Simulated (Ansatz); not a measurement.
**Si11H18 ring sphere (Si₁₁H₁₈): structure and electronic state**

Aim: characterise Si11H18 ring sphere (Si₁₁H₁₈) as a singlet: its structure, frontier levels and distribution of charge.

Program: Ansatz 0.2.0, Gaussian basis. Level of theory: RKS PBE0-D4/def2-TZVP. These are calculated values, not measurements.

The runs, in order: relaxation at PBE-D4/def2-SVP; a single point at PBE0-D4/def2-TZVP.

## Step 1: The starting structure

29 atoms, charge 0, spin multiplicity 1.

Atoms are counted from 1 here; the program's logs count them from 0.

Bond lengths: Si1–Si2 2.341 Å, Si1–Si7 2.341 Å, Si1–H12 1.469 Å, Si1–H13 1.468 Å, Si2–Si4 2.370 Å, Si2–Si5 2.340 Å, Si2–H14 1.473 Å, Si3–Si4 2.338 Å, Si3–Si8 2.322 Å, Si3–H15 1.470 Å, Si3–H16 1.469 Å, Si4–Si6 2.340 Å, Si4–H17 1.476 Å, Si5–Si10 2.341 Å, Si5–H18 1.468 Å, Si5–H19 1.469 Å, Si6–Si11 2.321 Å, Si6–H20 1.470 Å and more. Angles: Si2–Si1–Si7 109.0°, Si2–Si1–H12 111.6°, Si2–Si1–H13 111.1°, Si7–Si1–H12 110.7°, Si7–Si1–H13 111.0°, H12–Si1–H13 103.3°, Si1–Si2–Si4 110.9°, Si1–Si2–Si5 107.1°, Si1–Si2–H14 109.9°, Si4–Si2–Si5 110.9°, Si4–Si2–H14 108.3°, Si5–Si2–H14 109.8°, Si4–Si3–Si8 113.2°, Si4–Si3–H15 109.8°, Si4–Si3–H16 110.0°, Si8–Si3–H15 108.4°, Si8–Si3–H16 111.9°, H15–Si3–H16 103.0° and more.

The start is a GFN2-xTB geometry.

## Step 2: Relaxation at PBE-D4/def2-SVP

in.yaml

```yaml
crystal:
  periodic: [false, false, false]
  atoms:
    - {symbol: Si, position_ang: [0.107570, -2.112550, -1.909180]}
    - {symbol: Si, position_ang: [-1.772030, -1.024520, -1.036540]}
    - {symbol: Si, position_ang: [0.169180, -2.120300, 2.151210]}
    - {symbol: Si, position_ang: [-1.703300, -0.984180, 1.331830]}
    - {symbol: Si, position_ang: [-1.775550, 1.147560, -1.907560]}
    - {symbol: Si, position_ang: [-1.753880, 1.207030, 2.151130]}
    - {symbol: Si, position_ang: [2.039710, -1.069940, -1.096230]}
    - {symbol: Si, position_ang: [2.164390, -1.387410, 1.217350]}
    - {symbol: Si, position_ang: [2.064190, 1.191800, -1.694000]}
    - {symbol: Si, position_ang: [0.093120, 2.301430, -1.096170]}
    - {symbol: Si, position_ang: [-0.120790, 2.567460, 1.217930]}
    - {symbol: H, position_ang: [0.109610, -3.542840, -1.574900]}
    - {symbol: H, position_ang: [0.086100, -2.109600, -3.377460]}
    - {symbol: H, position_ang: [-2.996760, -1.729630, -1.451690]}
    - {symbol: H, position_ang: [0.034520, -3.560410, 1.886370]}
    - {symbol: H, position_ang: [0.194040, -2.055990, 3.618390]}
    - {symbol: H, position_ang: [-2.908800, -1.682350, 1.820220]}
    - {symbol: H, position_ang: [-1.783860, 1.126990, -3.375760]}
    - {symbol: H, position_ang: [-3.012390, 1.865000, -1.572680]}
    - {symbol: H, position_ang: [-3.067790, 1.809870, 1.882460]}
    - {symbol: H, position_ang: [-1.687850, 1.194750, 3.618630]}
    - {symbol: H, position_ang: [3.213960, -1.719180, -1.710220]}
    - {symbol: H, position_ang: [3.285450, -2.262420, 1.580150]}
    - {symbol: H, position_ang: [2.525960, -0.103170, 1.841440]}
    - {symbol: H, position_ang: [2.302800, 1.330490, -3.138100]}
    - {symbol: H, position_ang: [3.224650, 1.865030, -1.095410]}
    - {symbol: H, position_ang: [0.113000, 3.643460, -1.709720]}
    - {symbol: H, position_ang: [1.170930, 2.238720, 1.843930]}
    - {symbol: H, position_ang: [-0.316150, 3.974900, 1.584570]}
basis:
  gaussian: {orbitals: def2-SVP}
hamiltonian: {xc: pbe, dispersion: d4}
scf: {lower_state_search: "off"}
output: {orbitals: {seedname: orbitals}}
relax: {f_tol: 0.03, max_steps: 70}
```

The run is started by

```console
ansatz run in.yaml --threads 2 --pin off --events-out ev --progress --plain --max-ram 22528MiB --backend cuda --devices 0, --max-vram 18GiB
```

The runs that follow: Single point, PBE0-D4/def2-TZVP.

Q: Predict the results of all the runs planned. Wanted: point group; commonest bond, hydrogen aside; HOMO, LUMO at PBE0-D4/def2-TZVP; dipole at PBE-D4/def2-SVP.

**Answer**, as computed:

| quantity | value |
| --- | --- |
| point group | Cs |
| commonest bond, hydrogen aside | Si–Si, 13 of mean length 2.357 Å |
| HOMO, LUMO at PBE0-D4/def2-TZVP | -7.45, -1.55 eV |
| dipole at PBE-D4/def2-SVP | 0.05 D |

The molecule keeps its bonding pattern by the stored test; the atoms moved 0.06 Å (rms). No usable vibrations, so a minimum isn't proven. The HOMO lies nearest to Si2, Si4 about 14 % each; 4 Si atoms about 10 % each and the LUMO to 4 Si atoms about 9 % each; Si8, Si11 about 6 % each. Whether this spin is the lowest isn't tested here. The point group is read from a loosely relaxed geometry; soft torsions can leave it below the true symmetry.
